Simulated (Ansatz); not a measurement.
## PBr in Ansatz: convergence with scf exx energy threshold

Input of the first run (scf exx energy threshold 0.01); the others differ in this setting and in those tied to it:

File input.yaml:

```yaml
crystal:
  lattice:
    - [4.938563, 0.0, 0.0]
    - [-2.06239, 5.194497, 0.0]
    - [-0.696781, -0.653765, 6.233256]
  atoms:
    - { symbol: Br, position: [0.665798, 0.855013, 0.242756] }
    - { symbol: Br, position: [0.334202, 0.144987, 0.757244] }
    - { symbol: P, position: [0.64072, 0.499757, 0.631871] }
    - { symbol: P, position: [0.35928, 0.500243, 0.368129] }
hamiltonian:
  xc: hse06
  pseudopotentials: { kind: paw }
kpoints:
  mp_grid: { grid: [3, 3, 3] }
scf:
  occupations: { method: gaussian, width: 0.1 }
  exx: { energy_threshold: 0.01 }
output:
  forces: true
  stress: true
  eigenvalues: true
```

Potentials or basis: Ansatz PAW.

The run is started by

```console
$ ansatz run input.yaml --threads 2 --pin off --max-ram 5632MiB --backend cpu --events-out ev --progress --plain --runs-dir out
```

The cell comes from a database or a generator and needn't be the stable form of this composition.

Hardware: 2 threads of Arm Neoverse V2 (shared host).

```tsv
scf exx energy threshold	energy less the tightest run, at zero smearing (meV/atom)	SCF cycles	CPU time (s)	peak memory (GiB)
0.01	0.00	14	85	0.88
0.001	0.00	14	85	0.88
0.0001	0.00	15	85	0.89
1e-05	0.00	15	84	0.89
1e-06	0.00	15	84	0.89
1e-07	0.00	15	82	0.89
```

Against the tightest run, the energy stays within 1 meV/atom from 0.01 on. The tightest run that finished is the yardstick and may itself not be fully converged.

Caveat, for the tightest run too: the k mesh is coarse (spacing up to 0.46 Å⁻¹), so the values aren't converged, least of all with exact exchange; odd divisions of the mesh miss points on the zone boundary, where band edges often lie, so the gap on the mesh can be too wide.
